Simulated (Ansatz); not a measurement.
# C₂H₄F₂O₂Si: taking an electron away

The task here is to estimate one member of a computed series from the others.

Method: unrestricted cation, the program's frozen cores in correlated methods; program: Ansatz 0.2.0, Gaussian basis.

Plan: UKS PBE-D4/def2-TZVPP; UKS r2SCAN-D4/def2-TZVPP; UKS PBE0-D4/def2-TZVPP; UKS B3LYP-D4/def2-TZVPP; UKS wB97X-V/def2-TZVPP; UKS wB97M-V/def2-TZVPP; UKS B2PLYP/def2-TZVPP; UHF-CCSD(T)/def2-TZVPP; UHF-MP2/def2-QZVPP; extrapolation to the limit; then −ε(HOMO) from the neutral's earlier runs with LDA (SPW92), PBE-D4, revPBE-D4, BLYP-D4, r2SCAN-D4, B97M-V, PBE0-D4, B3LYP-D4, r2SCANh-D4, r2SCAN0-D4, HSE06-D4, BHLYP-D4, CAM-B3LYP-D4, LC-ωPBE, ωB97X-V, ωB97M-V.

**Structure used throughout**

An earlier PBE0-D4 in a triple-zeta def2 set relaxation fixed the geometry.

SMILES `CC(=O)O[SiH](F)F`, 11 atoms, charge 0, spin multiplicity 1.

Atoms are counted from 1 here; the program's logs count them from 0.

Bond lengths: C1–C2 1.490 Å, C1–H8 1.087 Å, C1–H9 1.092 Å, C1–H10 1.092 Å, C2–O3 1.200 Å, C2–O4 1.354 Å, O4–Si5 1.658 Å, Si5–F6 1.578 Å, Si5–F7 1.575 Å, Si5–H11 1.462 Å. Angles: C2–C1–H8 109.9°, C2–C1–H9 109.6°, C2–C1–H10 109.4°, H8–C1–H9 110.4°, H8–C1–H10 110.3°, H9–C1–H10 107.1°, C1–C2–O3 126.3°, C1–C2–O4 112.6°, O3–C2–O4 121.1°, C2–O4–Si5 118.1°, O4–Si5–F6 103.6°, O4–Si5–F7 110.2°, O4–Si5–H11 114.1°, F6–Si5–F7 107.4°, F6–Si5–H11 109.6°, F7–Si5–H11 111.5°.

Set-up of the first run:

in.yaml

```yaml
crystal:
  periodic: [false, false, false]
  atoms:
    - {symbol: C, position_ang: [0.795435, -0.770262, 1.638726]}
    - {symbol: C, position_ang: [0.551371, -0.390927, 0.218275]}
    - {symbol: O, position_ang: [1.233626, -0.687448, -0.723647]}
    - {symbol: O, position_ang: [-0.565661, 0.359422, 0.064979]}
    - {symbol: Si, position_ang: [-0.951557, 0.880971, -1.461122]}
    - {symbol: F, position_ang: [-2.211889, 1.801322, -1.230470]}
    - {symbol: F, position_ang: [-1.413406, -0.334108, -2.349629]}
    - {symbol: H, position_ang: [1.702730, -1.363749, 1.712754]}
    - {symbol: H, position_ang: [0.879309, 0.131123, 2.249019]}
    - {symbol: H, position_ang: [-0.059214, -1.335689, 2.015650]}
    - {symbol: H, position_ang: [0.104559, 1.652345, -2.114035]}
basis:
  gaussian: {orbitals: def2-TZVPP}
total_charge: 1
magnetization: {spin_polarized: true, initial_magnetization: 1}
hamiltonian: {xc: pbe, dispersion: d4}
```

The run is started by

```sh
ansatz run in.yaml --threads 2 --pin off --events-out ev --progress --plain --max-ram 32768MiB --backend cuda --devices 0, --max-vram 18GiB
```

Among the steps run: Cation, UKS PBE-D4/def2-TZVPP; Cation, UKS r2SCAN-D4/def2-TZVPP; Cation, UKS PBE0-D4/def2-TZVPP; Cation, UKS B3LYP-D4/def2-TZVPP; Cation, UKS wB97X-V/def2-TZVPP; Cation, UKS wB97M-V/def2-TZVPP; Cation, UKS B2PLYP (frozen core)/def2-TZVPP; Cation, UHF-CCSD(T)/def2-TZVPP; Cation, UHF-MP2/def2-QZVPP.

One of the session's tables, all rows but one given; the rest of the session is left out.

It belongs to the step «Ionisation energies side by side». For comparison, −ε(HOMO) of the neutral from earlier runs:

```
  functional  −ε(HOMO) (eV)
 LDA (SPW92)           7.16
      PBE-D4           6.94
   revPBE-D4           6.86
     BLYP-D4           6.86
   r2SCAN-D4           7.30
      B97M-V           7.44
     PBE0-D4           8.66
    B3LYP-D4           8.40
  r2SCANh-D4           7.95
  r2SCAN0-D4           8.92
    HSE06-D4           8.25
    BHLYP-D4          10.33
CAM-B3LYP-D4          10.17
     LC-ωPBE          11.49
     ωB97X-V          11.15
     ωB97M-V              ?
```

Estimate the missing values for ωB97M-V.

The run gave: −ε(HOMO) (eV): 11.10. In the column «−ε(HOMO) (eV)» it lies between BHLYP-D4 (10.33) and ωB97X-V (11.15).
